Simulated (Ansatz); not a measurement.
**Y2LuN3: a trial structure relaxed**

Where does this trial cell of Y2LuN3 go when cell and atoms are let free?

Computed with Ansatz 0.2.0 (DFT PBE, scalar-relativistic, plane waves, PAW, unless a step's input says otherwise).

1 further run of the same task is left out (set aside as unsound or not needed).

### Step 1. Starting point

It takes space group Pmmm (No. 47, orthorhombic). The conventional cell has a = 4.351 Å, b = 5.104 Å, c = 5.351 Å, α = 90.00°, β = 90.00°, γ = 90.00°. Around Y (site symmetry mmm) lie 2 N at 2.18 Å. Around Y (site symmetry mmm) lie 2 Lu at 2.55 Å and 2 Y at 2.68 Å. Around Lu (site symmetry mmm) lie 2 Y at 2.55 Å and 4 N at 2.92 Å. N (site symmetry 2mm) has 4 N at 1.99 to 2.74 Å and 2 Y at 2.81 Å and 2 Lu at 2.92 Å in its first shell of neighbours. N (site symmetry mmm) is surrounded by 2 Y at 2.18 Å.

As a file:

```xyz
6
Lattice="4.3511 0.0000 0.0000 0.0000 5.1036 0.0000 0.0000 0.0000 5.3510" Properties=species:S:1:pos:R:3 pbc="T T T"
Y     2.1756    0.0000    0.0000
Y     2.1756    0.0000    2.6755
Lu    2.1756    2.5518    2.6755
N     0.9958    2.5518    0.0000
N     3.3553    2.5518    0.0000
N     0.0000    0.0000    0.0000
```

The cell is invented: random cell by space group and Wyckoff sites (Pmmm, No. 47). Its size is a rough estimate.

### Step 2. A first look at the guess

input.yaml reads:

```yaml
crystal:
  lattice:
    - [4.35112834, 0.0, 0.0]
    - [0.0, 5.10355552, 0.0]
    - [0.0, 0.0, 5.3509656]
  atoms:
    - { symbol: "Y", position: [0.5, 0.0, 0.0] }
    - { symbol: "Y", position: [0.5, 0.0, 0.5] }
    - { symbol: Lu, position: [0.5, 0.5, 0.5] }
    - { symbol: "N", position: [0.22886674, 0.5, 0.0] }
    - { symbol: "N", position: [0.77113326, 0.5, 0.0] }
    - { symbol: "N", position: [0.0, 0.0, 0.0] }
basis:
  ecutwfc: 420
kpoints:
  mp_grid: { grid: [4, 4, 4] }
hamiltonian:
  xc: pbe
scf:
  occupations: { method: gaussian, width: 0.1 }
  lower_state_search: "off"
output:
  forces: true
  stress: true
  eigenvalues: true
```

On the command line:

```console
$ ansatz run input.yaml --threads 1 --pin off --max-ram 2560MiB --backend cpu --events-out ev --progress --plain --runs-dir out
```

Further runs follow: rough relaxation on the coarse mesh; relaxation on the finer mesh.

Before running it: what results should come out? Wanted: conventional cell; volume; energy over the elements; gap on the mesh.

The runs gave:

| quantity | value |
| --- | --- |
| symmetry at the end (tolerance 0.05 Å) | space group Pmmm (No. 47) |
| conventional cell | a = 4.070 Å, b = 6.425 Å, c = 6.523 Å, α = 90.00°, β = 90.00°, γ = 90.00° |
| volume | 28.42 Å³/atom |
| energy over the elements (uncorrected; H, N, O, F and Cl as molecules) | +0.81 eV/atom |
| gap on the mesh | none (metal) |

The space group Pmmm (No. 47) is kept, and the volume per atom grows by 43.5 % from the first guess. With a positive formation energy it can't be a ground state. No finished test with a distortion of lower symmetry is shown, so the end may be a saddle point. Spin-orbit coupling is left out for Lu.
